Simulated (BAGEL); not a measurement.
# singlet C2H6Ga+ at 3 levels

Wanted: a comparison of 3 runs (HF/STO-3G, HF/3-21G, RI-MP2/6-31G*) of singlet C2H6Ga+. 

The results are computed with BAGEL 1.2.2.

5 further runs of the same task are left out: 5 that didn't finish.

## (1) The system as given

The species is C2H6Ga+ (9 atoms), meant as a singlet with charge +1. As SMILES of the parent species, `C[Ga]C`. The coordinates come from a PBE0-D4/def2-TZVP relaxation. That shape belongs to the parent species and isn't relaxed for this state.

Bond lengths: C1–Ga2 1.998 Å, Ga2–C3 1.998 Å, C1–H4 1.095 Å, C1–H5 1.095 Å, C1–H6 1.089 Å, C3–H7 1.089 Å, C3–H8 1.095 Å, C3–H9 1.095 Å. Some angles: C1–Ga2–C3 118.1°, Ga2–C1–H4 108.6°, Ga2–C1–H5 108.9°, Ga2–C1–H6 113.3°, Ga2–C3–H7 113.3°, Ga2–C3–H8 108.8°, Ga2–C3–H9 108.7°, H4–C1–H5 107.9°, H4–C1–H6 109.0°, H5–C1–H6 109.1°.

## (2) The energy at HF/STO-3G (density fitting with cc-pvqz-jkfit) (run 1)

File input.json:

```json
{ "bagel": [

{
  "title": "molecule",
  "basis": "sto-3g",
  "df_basis": "cc-pvqz-jkfit",
  "angstrom": true,
  "geometry": [
    { "atom": "C", "xyz": [   -1.246620,    1.163020,    0.175280 ] },
    { "atom": "Ga", "xyz": [    0.456630,    0.385560,    0.873010 ] },
    { "atom": "C", "xyz": [    1.273950,   -1.139610,   -0.126050 ] },
    { "atom": "H", "xyz": [   -2.014290,    0.382510,    0.177460 ] },
    { "atom": "H", "xyz": [   -1.092470,    1.479700,   -0.861100 ] },
    { "atom": "H", "xyz": [   -1.602690,    2.011340,    0.758180 ] },
    { "atom": "H", "xyz": [    2.201980,   -1.496820,    0.318200 ] },
    { "atom": "H", "xyz": [    1.469380,   -0.822030,   -1.155250 ] },
    { "atom": "H", "xyz": [    0.554120,   -1.963680,   -0.159730 ] }
  ]
},
{ "title": "hf", "charge": 1 },
{ "title": "print", "file": "orbitals.molden", "orbitals": true }

]}
```

Run with:

```
BAGEL_NUM_THREADS=1 BAGEL input.json > input.out
```

Log:

```text
* using 1 threads per process

  ===============================================================
  ===============================================================

  *** Geometry ***

  { "atom" : "C", "xyz" : [     -2.355770,      2.197789,      0.331231 ] },
  { "atom" : "Ga", "xyz" : [      0.862906,      0.728603,      1.649750 ] },
  { "atom" : "C", "xyz" : [      2.407417,     -2.153551,     -0.238200 ] },
  { "atom" : "H", "xyz" : [     -3.806456,      0.722839,      0.335351 ] },
  { "atom" : "H", "xyz" : [     -2.064469,      2.796228,     -1.627243 ] },
  { "atom" : "H", "xyz" : [     -3.028645,      3.800882,      1.432753 ] },
  { "atom" : "H", "xyz" : [      4.161139,     -2.828580,      0.601311 ] },
  { "atom" : "H", "xyz" : [      2.776726,     -1.553412,     -2.183106 ] },
  { "atom" : "H", "xyz" : [      1.047135,     -3.710817,     -0.301846 ] },

  Number of auxiliary basis functions:      736

  Since a DF basis is specified, we compute 2- and 3-index integrals:
    o Being stored without compression. Storage requirement is 0.007 GB

  Number of basis functions:       34
  Number of electrons      :       49

    * METHOD: MOLECULE                             0.35

  *** RHF ***

  === Nuclear Repulsion ===
   167.4442300963

      * DIIS with orbital gradients will be used.

  === RHF iteration (sto-3g) ===
      0      -1978.91767498          0.00866320           0.04
      1      -1978.95638360          0.00239210           0.03
      2      -1978.96021146          0.00096060           0.03
      3      -1978.96105004          0.00042233           0.03
      4      -1978.96123924          0.00024545           0.03
      5      -1978.96133684          0.00013653           0.03
      6      -1978.96136982          0.00010464           0.03
      7      -1978.96140529          0.00005727           0.03
      8      -1978.96141807          0.00001345           0.03
      9      -1978.96141846          0.00000401           0.03
     10      -1978.96141848          0.00000133           0.03
     11      -1978.96141848          0.00000038           0.03
     12      -1978.96141848          0.00000021           0.03
     13      -1978.96141848          0.00000009           0.03
     14      -1978.96141848          0.00000003           0.03
     15      -1978.96141848          0.00000002           0.04
     16      -1978.96141848          0.00000001           0.03
     17      -1978.96141848          0.00000001           0.03
    * SCF iteration converged.

    * Permanent dipole moment:
           (   -0.255276,    -0.215056,    -0.492168) a.u.

    * METHOD: HF                                   0.65

    * METHOD: PRINT                                0.00

  ===============================================================
```

Wall time 1.3 s (1 thread of Intel Xeon 6975P-C (Granite Rapids), shared host); peak memory 0.083 GiB.

## (3) The energy at HF/3-21G (density fitting with cc-pvqz-jkfit) (run 2)

File hf.json:

```json
{ "bagel" : [

{
  "title" : "molecule",
  "basis" : "3-21g",
  "df_basis" : "cc-pvqz-jkfit",
  "angstrom" : "true",
  "geometry" : [
    { "atom" : "C", "xyz" : [   -1.246620,    1.163020,    0.175280 ] },
    { "atom" : "Ga", "xyz" : [    0.456630,    0.385560,    0.873010 ] },
    { "atom" : "C", "xyz" : [    1.273950,   -1.139610,   -0.126050 ] },
    { "atom" : "H", "xyz" : [   -2.014290,    0.382510,    0.177460 ] },
    { "atom" : "H", "xyz" : [   -1.092470,    1.479700,   -0.861100 ] },
    { "atom" : "H", "xyz" : [   -1.602690,    2.011340,    0.758180 ] },
    { "atom" : "H", "xyz" : [    2.201980,   -1.496820,    0.318200 ] },
    { "atom" : "H", "xyz" : [    1.469380,   -0.822030,   -1.155250 ] },
    { "atom" : "H", "xyz" : [    0.554120,   -1.963680,   -0.159730 ] }
  ]
},
{
  "title" : "hf",
  "charge" : 1
},
{
  "title" : "print",
  "file" : "orbitals.molden",
  "orbitals" : "true"
}

]}
```

Run with:

```
BAGEL_NUM_THREADS=1 BAGEL hf.json > hf.out
```

Log:

```text
* using 1 threads per process

  ===============================================================
  ===============================================================

  *** Geometry ***

  { "atom" : "C", "xyz" : [     -2.355770,      2.197789,      0.331231 ] },
  { "atom" : "Ga", "xyz" : [      0.862906,      0.728603,      1.649750 ] },
  { "atom" : "C", "xyz" : [      2.407417,     -2.153551,     -0.238200 ] },
  { "atom" : "H", "xyz" : [     -3.806456,      0.722839,      0.335351 ] },
  { "atom" : "H", "xyz" : [     -2.064469,      2.796228,     -1.627243 ] },
  { "atom" : "H", "xyz" : [     -3.028645,      3.800882,      1.432753 ] },
  { "atom" : "H", "xyz" : [      4.161139,     -2.828580,      0.601311 ] },
  { "atom" : "H", "xyz" : [      2.776726,     -1.553412,     -2.183106 ] },
  { "atom" : "H", "xyz" : [      1.047135,     -3.710817,     -0.301846 ] },

  Number of auxiliary basis functions:      736

  Since a DF basis is specified, we compute 2- and 3-index integrals:
    o Being stored without compression. Storage requirement is 0.016 GB

  Number of basis functions:       52
  Number of electrons      :       49

    * METHOD: MOLECULE                             0.35

  *** RHF ***

  === Nuclear Repulsion ===
   167.4442300963

      * DIIS with orbital gradients will be used.

  === RHF iteration (3-21g) ===
      0      -1992.30003690          0.01690567           0.06
      1      -1992.36605308          0.00617648           0.05
      2      -1992.37530443          0.00147564           0.05
      3      -1992.37619667          0.00018602           0.05
      4      -1992.37622073          0.00001946           0.05
      5      -1992.37622101          0.00000330           0.05
      6      -1992.37622101          0.00000041           0.05
      7      -1992.37622101          0.00000011           0.05
      8      -1992.37622101          0.00000004           0.05
      9      -1992.37622101          0.00000001           0.05
    * SCF iteration converged.

    * Permanent dipole moment:
           (   -0.355072,    -0.299100,    -0.684947) a.u.

    * METHOD: HF                                   0.64

    * METHOD: PRINT                                0.00

  ===============================================================
```

Run time: 1.3 s. Hardware: 1 thread of Intel Xeon 6975P-C (Granite Rapids), shared host; peak memory 0.11 GiB.

## (4) A single-point energy at RI-MP2/6-31G(d) (density fitting with cc-pvqz-jkfit, spherical functions) (run 3)

Changes to input.json since step 2:

```diff
@@ -4,3 +4,3 @@
   "title": "molecule",
-  "basis": "sto-3g",
+  "basis": "6-31gs.json",
   "df_basis": "cc-pvqz-jkfit",
@@ -20,3 +20,3 @@
 { "title": "hf", "charge": 1 },
-{ "title": "print", "file": "orbitals.molden", "orbitals": true }
+{ "title": "mp2", "charge": 1, "ncore": 11 }
```

The basis set 6-31G* is read from a file made from the Basis Set Exchange's data (not shown).

Run with:

```
BAGEL_NUM_THREADS=1 BAGEL input.json > input.out
```

Log:

```text
* using 1 threads per process

  ===============================================================
  ===============================================================

  *** Geometry ***

  { "atom" : "C", "xyz" : [     -2.355770,      2.197789,      0.331231 ] },
  { "atom" : "Ga", "xyz" : [      0.862906,      0.728603,      1.649750 ] },
  { "atom" : "C", "xyz" : [      2.407417,     -2.153551,     -0.238200 ] },
  { "atom" : "H", "xyz" : [     -3.806456,      0.722839,      0.335351 ] },
  { "atom" : "H", "xyz" : [     -2.064469,      2.796228,     -1.627243 ] },
  { "atom" : "H", "xyz" : [     -3.028645,      3.800882,      1.432753 ] },
  { "atom" : "H", "xyz" : [      4.161139,     -2.828580,      0.601311 ] },
  { "atom" : "H", "xyz" : [      2.776726,     -1.553412,     -2.183106 ] },
  { "atom" : "H", "xyz" : [      1.047135,     -3.710817,     -0.301846 ] },

  Number of auxiliary basis functions:      736

  Since a DF basis is specified, we compute 2- and 3-index integrals:
    o Being stored without compression. Storage requirement is 0.031 GB

  Number of basis functions:       72
  Number of electrons      :       49

    * METHOD: MOLECULE                             0.43

  *** RHF ***

  === Nuclear Repulsion ===
   167.4442300963

      * DIIS with orbital gradients will be used.

  === RHF iteration (6-31gs.json) ===
      0      -2001.79868615          0.01507599           0.08
      1      -2001.89310730          0.00773374           0.08
      2      -2001.91250795          0.00175665           0.08
      3      -2001.91401401          0.00058905           0.07
      4      -2001.91415919          0.00012560           0.07
      5      -2001.91416941          0.00003066           0.07
      6      -2001.91417034          0.00000720           0.07
      7      -2001.91417039          0.00000145           0.07
      8      -2001.91417039          0.00000057           0.07
      9      -2001.91417039          0.00000019           0.07
     10      -2001.91417039          0.00000005           0.07
     11      -2001.91417039          0.00000002           0.07
     12      -2001.91417039          0.00000000           0.07
    * SCF iteration converged.

    * Permanent dipole moment:
           (   -0.286843,    -0.241622,    -0.553232) a.u.

    * METHOD: HF                                   1.12

  *** RHF ***

  === Nuclear Repulsion ===
   167.4442300963

      * DIIS with orbital gradients will be used.

  === RHF iteration (6-31gs.json) ===
      0      -2001.91417039          0.00000000           0.07
    * SCF iteration converged.

    * Permanent dipole moment:
           (   -0.286843,    -0.241622,    -0.553232) a.u.

  === DF-MP2 calculation ===

    * freezing 11 orbitals
    * 3-index integral transformation done
    * assembly done

      MP2 correlation energy:   -0.4892938529      0.03

      MP2 total energy:       -2002.4034642405

    * METHOD: MP2                                  0.19

  ===============================================================
```

Run time: 2 s. Hardware: 1 thread of Intel Xeon 6975P-C (Granite Rapids), shared host; peak memory 0.15 GiB.

## (5) Overview of the runs

| run | level | frozen core orbitals | energy (Eh) | HOMO energy (eV) | LUMO energy (eV) | HOMO–LUMO gap (eV) | wall time |
| --- | --- | --- | --- | --- | --- | --- | --- |
| 1 | HF/STO-3G (density fitting with cc-pvqz-jkfit) | – | -1978.961418 | -15.85 | -4.04 | 11.81 | 1.3 s |
| 2 | HF/3-21G (density fitting with cc-pvqz-jkfit) | – | -1992.376221 | -15.94 | -5.83 | 10.11 | 1.3 s |
| 3 | RI-MP2/6-31G* (density fitting with cc-pvqz-jkfit, spherical functions) | 11 | -2002.403464 | – | – | – | 2 s |

## (6) What came out

```
                                           quantity           value
                                run 3: total energy  -2002.40346 Eh
run 3: correlation energy (11 core orbitals frozen)      -489.3 mEh
```

In words: In run 1 the basis is minimal, so the values are rough. All runs together took 4.7 s, the longest 2 s.
